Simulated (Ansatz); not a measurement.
Below is the output of a Python script on Ansatz's Python interface that makes a single point of Li₃Mg, space group Fm-3m. Write a script that gives it. Level of theory: PBEsol, PAW, cutoff 380 eV, 4×4×4 k-points, Fermi-Dirac smearing of 0.01 eV, D3BJ dispersion.

```cif
data_structure
_symmetry_space_group_name_H-M 'P 1'
_symmetry_Int_Tables_number 1
_cell_length_a 4.8492
_cell_length_b 4.8492
_cell_length_c 4.8492
_cell_angle_alpha 60.000
_cell_angle_beta 60.000
_cell_angle_gamma 60.000
_cell_volume 80.63
loop_
_atom_site_label
_atom_site_type_symbol
_atom_site_fract_x
_atom_site_fract_y
_atom_site_fract_z
_atom_site_occupancy
Li1 Li 0.25000 0.25000 0.25000 1
Li2 Li 0.50000 0.50000 0.50000 1
Li3 Li 0.75000 0.75000 0.75000 1
Mg1 Mg 0.00000 0.00000 0.00000 1
```

```console
$ python scf.py
DeckWarning: basis.ecutwfc = 380 eV is below the records' recommended 420 eV, and the density's cutoff is lower with it unless basis.ecutrho_ratio is high enough to keep the records' density cutoff: compare with a run at a higher cutoff
Li3Mg: -2521.847128 eV = -185.352347 Ry = -92.676173 Ha
Fermi level 2.2449 eV, 8 k-points, 48 symmetry operations
largest force 0.0000 eV/A on atom 1
[[ 0.  0. -0.]
 [-0. -0. -0.]
 [ 0. -0. -0.]
 [-0. -0.  0.]]
no band edges reported; Fermi level 2.245 eV
crystal:
  lattice:
    bravais: fcc
    a: 6.85776
  space_group: 225
  atoms:
    - { symbol: Li, position: [0.25, 0.75, 0.75] }
    - { symbol: Li, position: [0.5, 0.0, 0.0] }
    - { symbol: Mg, position: [0.0, 0.0, 0.0] }
  reduce_to_primitive: true
basis:
  ecutwfc: 380.0
  xc_grid: 2
kpoints:
  mp_grid:
    grid: [4, 4, 4]
hamiltonian:
  xc: pbesol
  dispersion: d3bj
  pseudopotentials:
    kind: paw
scf:
  mixing:
    algorithm: broyden
    preconditioner: kerker_dos
  occupations:
    method: fermi_dirac
    width: 0.01
  initial_density:
    normalization: cell
output:
  forces: true
  eigenvalues: true
```
(Warnings from the package without file and line.)

One script that gives this output:

`scf.py`:
```python
import ansatz as az
import numpy as np


def main() -> None:
    cell = (
        az.Lattice.fcc(6.85776)
        .space_group(225)
        .atom("Li", [0.25, 0.75, 0.75])
        .atom("Li", [0.5, 0.0, 0.0])
        .atom("Mg", [0.0, 0.0, 0.0])
        .primitive()
    )

    base = (
        cell.calculation()
        .functional("PBEsol", dispersion="d3bj")
        .pseudopotentials("paw")
        .basis(380, xc_grid=2)
        .kpoints(mesh=(4, 4, 4))
        .occupations("Fermi-Dirac", width=0.01)
        .mixing("broyden", preconditioner="kerker_dos")
        .initial_density(normalization="cell")
        .compute(forces=True, band_table=True)
    )
    result = base.run(threads=1)
    rep = result.report

    energy = rep["free_energy_ev"]
    print("Li3Mg: {:.6f} eV = {:.6f} Ry = {:.6f} Ha".format(energy, energy / 13.605693, energy / 27.211386))
    print("Fermi level {:.4f} eV, {} k-points, {} symmetry operations".format(rep["fermi_energy_ev"], rep["n_kpoints"], rep["n_symmetry_ops"]))

    forces = np.array(rep["forces_ev_ang"])
    norms = np.linalg.norm(forces, axis=1)
    print("largest force {:.4f} eV/A on atom {}".format(norms.max(), norms.argmax()))
    print(np.array2string(forces, precision=4, suppress_small=True))

    edges = rep.get("band_edges_ev")
    if edges:
        print(f"band edges on the mesh: {edges[0]:.3f} and {edges[1]:.3f} eV, gap {edges[1] - edges[0]:.3f} eV")
    else:
        print("no band edges reported; Fermi level", round(rep["fermi_energy_ev"], 3), "eV")

    print(base.to_yaml())


if __name__ == "__main__":
    main()
```

These settings explore the input space; cutoff and mesh may be short of convergence. The cutoff lies under the one recommended for these potentials. Dispersion corrections can be off by several per cent in the lattices of metals, and by several GPa in the pressure at a fixed cell. The mesh is modest for a metal, so energies can be off by several to tens of meV an atom and pressures by half a GPa or more; differences at equal mesh fare better. The zero of the levels is a convention of the potentials, so an absolute Fermi energy is no work function. The structure comes from a database of computed cells and needn't be a stable or known phase. Levels are Kohn-Sham eigenvalues on this mesh.

(Lines on the test bed's own set-up are left out of the output.)
